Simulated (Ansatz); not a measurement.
# WN2 (septet): wave-function methods side by side, def2-SVP

An exercise on one series of results from a longer session: the logs are not shown, and one member is left open.

Computed with Ansatz 0.2.0, Gaussian basis. Level: def2-SVP, core rule «outside noble gas», up to 6 orbitals frozen.

Plan: UHF; CCSD(T) on ROHF; CCSD(T) on UHF; CISD; CCSDT(Q) on ROHF; CCSDT(Q) on UHF; CASSCF and MRCISD+Q, 12 electrons in 12 orbitals; CASSCF and MRCISD+Q(relaxed), 12 electrons in 12 orbitals; CASSCF and NEVPT2, 12 electrons in 12 orbitals.

5 further runs of the same task are left out: 2 for a known fault of the program, 3 set aside as unsound or not needed.

## The geometry

The geometry is a PBE0/def2-TZVP stationary point (not a proven minimum). No spin-orbit coupling is included. Elements past krypton take def2 core potentials.

3 atoms, charge 0, spin multiplicity 7.

Atoms are counted from 1 here; the program's logs count them from 0.

Bond lengths: W1–N2 1.854 Å, W1–N3 1.854 Å. Angles: N2–W1–N3 180.0°.

Set-up of the first run:

Contents of in.yaml:

```yaml
crystal:
  periodic: [false, false, false]
  atoms:
    - {symbol: W, position_ang: [0.000000, 0.000000, 0.000000]}
    - {symbol: N, position_ang: [0.000000, 0.000000, -1.854100]}
    - {symbol: N, position_ang: [0.000000, 0.000000, 1.854100]}
basis:
  gaussian: {orbitals: def2-SVP}
magnetization: {spin_polarized: true, initial_magnetization: 6}
hamiltonian: {xc: hf}
output: {orbitals: {seedname: orbitals}}
```

The run is started by

```bash
$ ansatz run in.yaml --threads 1 --pin off --events-out ev --progress --plain --max-ram 4096MiB --backend cpu
```

Steps of the session up to this table: UHF; CCSD(T) on ROHF; CCSD(T) on UHF; CISD; CCSDT(Q) on ROHF; CCSDT(Q) on UHF; CASSCF and MRCISD+Q, 12 electrons in 12 orbitals; CASSCF and MRCISD+Q(relaxed), 12 electrons in 12 orbitals; CASSCF and NEVPT2, 12 electrons in 12 orbitals.

One table of the session follows, with a row left open; its other results are not shown here.

It belongs to the step «Misses and costs». 

```
                   method  from RCCSDT(Q) (meV)
                     RMP2               -2512.4
                     UMP2               +2247.3
                    RCCSD               +1458.0
                    UCCSD               +1044.1
                 RCCSD(T)                +242.1
                 UCCSD(T)                +215.8
                   RCCSDT                +384.9
                   UCCSDT                +205.1
                RCCSDT(Q)                     0
                UCCSDT(Q)                  -6.6
           CASSCF valence                     ?
           NEVPT2 valence               +1355.7
           MRCISD valence                +982.5
         MRCISD+Q valence                +185.3
MRCISD+Q(relaxed) valence                +154.3
```

**Question.** Estimate the row for CASSCF valence.

As computed: from RCCSDT(Q) (meV): +8708.5. In the column «from RCCSDT(Q) (meV)» it is the highest.

Not comparable, so not listed: CISD (they don't share determinant, frozen orbitals or solution with the rows shown, or repeat one).

To keep in mind: The report flags that the cluster equations may have other roots. The determinant is far from a pure spin state, so its energy mixes those of several spin states (harmless only where they are near-degenerate, as at dissociation). Left out of the table: ROHF, UHF (another determinant or state than the rows shown). The program flags RCCSD(T), UCCSD(T), RCCSDT(Q), UCCSDT(Q) as in doubt, so the zero of the table is itself unsure. Warnings: spin contamination; coupled cluster took another determinant than the lowest. Restricted and unrestricted rows rest on different reference determinants; where their highest levels disagree by more than a few hundredths of an eV, they describe different states and don't form one ladder.
